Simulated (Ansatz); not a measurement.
# TaN: the cost of one run

Method: DFT r²SCAN+U (U = 4 eV, J = 0.9 eV on Ta d), plane waves, PAW, no spin–orbit coupling unless a run says so, in Ansatz 0.2.0.

## 1. The structure to begin with

Symmetry: P6/mmm, No. 191, hexagonal system. The conventional cell has a = 5.185 Å, b = 5.185 Å, c = 2.908 Å, α = 90.00°, β = 90.00°, γ = 120.00°. Ta (site symmetry 6/mmm) has 6 N at 2.59 Å and 2 Ta at 2.91 Å in its first shell of neighbours. Ta (site symmetry -6m2) has 6 N at 2.09 Å in its first shell of neighbours. Around N (site symmetry mmm) lie 6 Ta at 2.09 to 2.59 Å.

Structure file:

```cif
data_structure
_symmetry_space_group_name_H-M 'P 1'
_symmetry_Int_Tables_number 1
_cell_length_a 5.1850
_cell_length_b 5.1850
_cell_length_c 2.9080
_cell_angle_alpha 90.000
_cell_angle_beta 90.000
_cell_angle_gamma 120.000
_cell_volume 67.71
loop_
_atom_site_label
_atom_site_type_symbol
_atom_site_fract_x
_atom_site_fract_y
_atom_site_fract_z
_atom_site_occupancy
Ta1 Ta 0.00000 0.00000 0.00000 1
Ta2 Ta 0.33333 0.66667 0.50000 1
Ta3 Ta 0.66667 0.33333 0.50000 1
N1 N 0.50000 0.00000 0.00000 1
N2 N 0.50000 0.50000 0.00000 1
N3 N 0.00000 0.50000 0.00000 1
```

Magnetic order typed: ferromagnetic.

## 2. From atoms, symmetry kept, no search

input.yaml reads:

```yaml
crystal:
  lattice:
    - [5.1850002, 0.0, 0.0]
    - [-2.5925001, 4.49034189, 0.0]
    - [0.0, 0.0, 2.90800053]
  atoms:
    - { symbol: Ta, position: [0.0, 0.0, 0.0], spin: 2.0 }
    - { symbol: Ta, position: [0.3333333333, 0.6666666667, 0.5], spin: 2.0 }
    - { symbol: Ta, position: [0.6666666667, 0.3333333333, 0.5], spin: 2.0 }
    - { symbol: "N", position: [0.5, 0.0, 0.0] }
    - { symbol: "N", position: [0.5, 0.5, 0.0] }
    - { symbol: "N", position: [0.0, 0.5, 0.0] }
basis:
  ecutwfc: 500
  ecutrho_ratio: 4
kpoints:
  mp_grid: { grid: [4, 4, 7] }
hamiltonian:
  xc: r2scan
  hubbard:
    sites:
      - { site: 0, l: d, u: 4.0, j: 0.9 }
      - { site: 1, l: d, u: 4.0, j: 0.9 }
      - { site: 2, l: d, u: 4.0, j: 0.9 }
scf:
  occupations: { method: gaussian, width: 0.05 }
  lower_state_search: "off"
  max_iter: 150
output:
  forces: true
  stress: true
  eigenvalues: true
  populations: true
  hubbard: { sites: [{ site: 0, l: d }, { site: 1, l: d }, { site: 2, l: d }] }
magnetization:
  spin_polarized: true
```

Started as:

```
ansatz run input.yaml --threads 8 --pin off --max-ram 12288MiB --backend cpu --events-out ev --progress --plain --runs-dir out
```

**Question.** How long does this run take on 8 threads of Arm Neoverse V2, shared host, and how much memory does it need?

About 5.2 s, with a peak of 0.66 GiB.
